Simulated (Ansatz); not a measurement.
This script for a breakdown of dispersion, smearing and cutoff terms of LaS2, space group P4/nmm with the Ansatz DFT code, driven from Python holds a mistake.

Input file `POSCAR`:
```text
LaS2
1.0
   4.04634300    0.00000000    0.00000000
   0.00000000    4.04634300    0.00000000
   0.00000000    0.00000000    8.31767800
La S
2 4
Direct
   0.00000000    0.50000000    0.72423300
   0.50000000    0.00000000    0.27576700
   0.00000000    0.50000000    0.36397200
   0.50000000    0.00000000    0.63602800
   0.00000000    0.00000000    0.00000000
   0.50000000    0.50000000    0.00000000
```

The script, `run_terms.py`:
```python
"""Taking single terms out of the free energy of LaS2."""

import ansatz as az
from ase.io import read


def main() -> None:
    atoms = read("POSCAR", format="vasp")
    system = az.Crystal.from_ase(atoms)

    model = system.calculation()
    model = model.kpoints(spacing=0.29)
    model = model.occupations("fixed")
    model = model.eigensolver("auto", full_accuracy=True)
    model = model.scf(tolerance=1e-08)
    with_term = model.functional("pbesol", dispersion="d3bjatm").basis(420).cutoff_correction(670).run().report
    without = model.functional("pbesol").basis(420).run().report
    finer = model.functional("pbesol").basis(670).run().report
    removed = az.free_energy_without(with_term, az.EnergyTerm.DISPERSION)
    print(f"dispersion term            {with_term['components']['e_disp']:.5f} eV")
    print(f"F less dispersion          {removed:.5f} eV, run without it {without['free_energy_ev']:.5f} eV")
    print(f"F less smearing term       {az.free_energy_without(without, az.EnergyTerm.SMEARING):.5f} eV")
    print(f"estimated gain to 670 eV   {with_term['cutoff_correction']['energy_ev']:.5f} eV, found {finer['free_energy_ev'] - without['free_energy_ev']:.5f} eV")


if __name__ == "__main__":
    main()
```

```console
$ python run_terms.py
RunWarning: iter 1: σ=0 fill of 23 bands saw a band overlap (occupied 11.1790 eV > unoccupied 7.8128 eV) — on an unconverged iterate often a transient of an unconverged empty band; one that stands at the close is told there (band_overlap_at_count); if the run [...]
RunWarning: a fill by count may have filled part of one level: at k-index 12 the highest filled band, 9.012297 eV, and the lowest empty band, 9.012297 eV, stand 0.000e0 eV apart, within the solve's uncertainty, 1.000e-4 eV. If they are one level, whatever [...]
RunWarning: the bands overlap at the fill by count (23 filled at each k-point of a channel): the highest filled level, 11.204398 eV at k-index 18, stands 3.4708 eV over the lowest empty one, 7.733562 eV at k-index 6, so that a fill of the lowest levels lies [...]
dispersion term            -2.13343 eV
F less dispersion          -15872.40850 eV, run without it -15872.40850 eV
F less smearing term       -15872.40850 eV
estimated gain to 670 eV   -0.00175 eV, found -0.00171 eV
```
(Warnings from the package without file and line, shortened, repeats left out.)

The script ran to its end, but the result can't be trusted. Why?

The fault: fixed occupations, though the bands overlap at this level of theory. The change:

Script `run_terms.py`:
```python
"""Taking single terms out of the free energy of LaS2."""

import ansatz as az
from ase.io import read


def main() -> None:
    atoms = read("POSCAR", format="vasp")
    system = az.Crystal.from_ase(atoms)

    model = system.calculation()
    model = model.kpoints(spacing=0.29)
    model = model.occupations("fermi_dirac", width=0.1)
    model = model.eigensolver("auto", full_accuracy=True)
    model = model.scf(tolerance=1e-08)
    with_term = model.functional("pbesol", dispersion="d3bjatm").basis(420).cutoff_correction(670).run().report
    without = model.functional("pbesol").basis(420).run().report
    finer = model.functional("pbesol").basis(670).run().report
    removed = az.free_energy_without(with_term, az.EnergyTerm.DISPERSION)
    print(f"dispersion term            {with_term['components']['e_disp']:.5f} eV")
    print(f"F less dispersion          {removed:.5f} eV, run without it {without['free_energy_ev']:.5f} eV")
    print(f"F less smearing term       {az.free_energy_without(without, az.EnergyTerm.SMEARING):.5f} eV")
    print(f"estimated gain to 670 eV   {with_term['cutoff_correction']['energy_ev']:.5f} eV, found {finer['free_energy_ev'] - without['free_energy_ev']:.5f} eV")


if __name__ == "__main__":
    main()
```

With that change:

```console
$ python run_terms.py
dispersion term            -2.13343 eV
F less dispersion          -15873.23860 eV, run without it -15873.23860 eV
F less smearing term       -15873.20839 eV
estimated gain to 670 eV   -0.00175 eV, found -0.00171 eV
```

Notes:
- These settings explore the input space; cutoff and mesh may be short of convergence.
- Dispersion corrections can be off by several per cent in the lattices of metals, and by several GPa in the pressure at a fixed cell.
- For a metal this k-point mesh is coarse: on a finer one energies can move by several to tens of meV an atom and pressures by half a GPa or more, differences at one mesh by less.
- The structure comes from a database of computed cells and needn't be a stable or known phase.
- Finished in 76 s on 1 thread of Arm Neoverse N1, on a shared host, peak memory 0.6 GiB.
